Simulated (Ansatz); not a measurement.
# Tl (Tl, dhcp): the cost of one run

Program: Ansatz 0.2.0. Level of theory: DFT PBE, plane waves (420 eV) with PAW, scalar-relativistic. These are calculated values, not measurements.

**1. The starting structure**

Symmetry: P6_3/mmc, No. 194, hexagonal system. Conventional cell: a = 3.410 Å, b = 3.410 Å, c = 11.137 Å, α = 90.00°, β = 90.00°, γ = 120.00°. Around Tl (site symmetry -3m) lie 12 Tl at 3.41 Å. Around Tl (site symmetry -6m2) lie 12 Tl at 3.41 Å.

Coordinates:

```xyz
4
Lattice="3.4100 0.0000 0.0000 -1.7050 2.9531 0.0000 0.0000 0.0000 11.1369" Properties=species:S:1:pos:R:3 pbc="T T T"
Tl    0.0000    0.0000    0.0000
Tl    0.0000    0.0000    5.5685
Tl    0.0000    1.9687    2.7842
Tl    1.7050    0.9844    8.3527
```

**2. Relaxation of the cell**

The input, input.yaml:

```yaml
crystal:
  lattice:
    - [3.4099606388, 0.0, 0.0]
    - [-1.7049803194, 2.9531125391, 0.0]
    - [0.0, 0.0, 11.1369314463]
  atoms:
    - { symbol: Tl, position: [0.0, 0.0, 0.0] }
    - { symbol: Tl, position: [0.0, 0.0, 0.5] }
    - { symbol: Tl, position: [0.3333333333, 0.6666666667, 0.25] }
    - { symbol: Tl, position: [0.6666666667, 0.3333333333, 0.75] }
hamiltonian:
  xc: pbe
  pseudopotentials:
    kind: paw
    azcp:
      Tl: "pseudopotentials/Tl.paw.azcp"
basis:
  ecutwfc: 420
  fft_grid_basis: typed
kpoints:
  mp_grid: { grid: [11, 11, 3], shift: [0, 0, 0] }
magnetization:
  spin_polarized: false
scf:
  occupations: { method: fermi_dirac, width: 0.1 }
relax:
  max_steps: 60
  f_tol: 0.01
  cell: {}
```

On the command line:

```console
$ ansatz run input.yaml --threads 1 --pin off --max-ram 3584MiB --backend cpu --events-out ev --progress --plain --runs-dir out
```

What time and memory should one allow on 1 thread of Intel Xeon Platinum 8259CL at 2.50GHz (Skylake/Cascade Lake), shared host?

About 35 s, with a peak of 0.61 GiB.
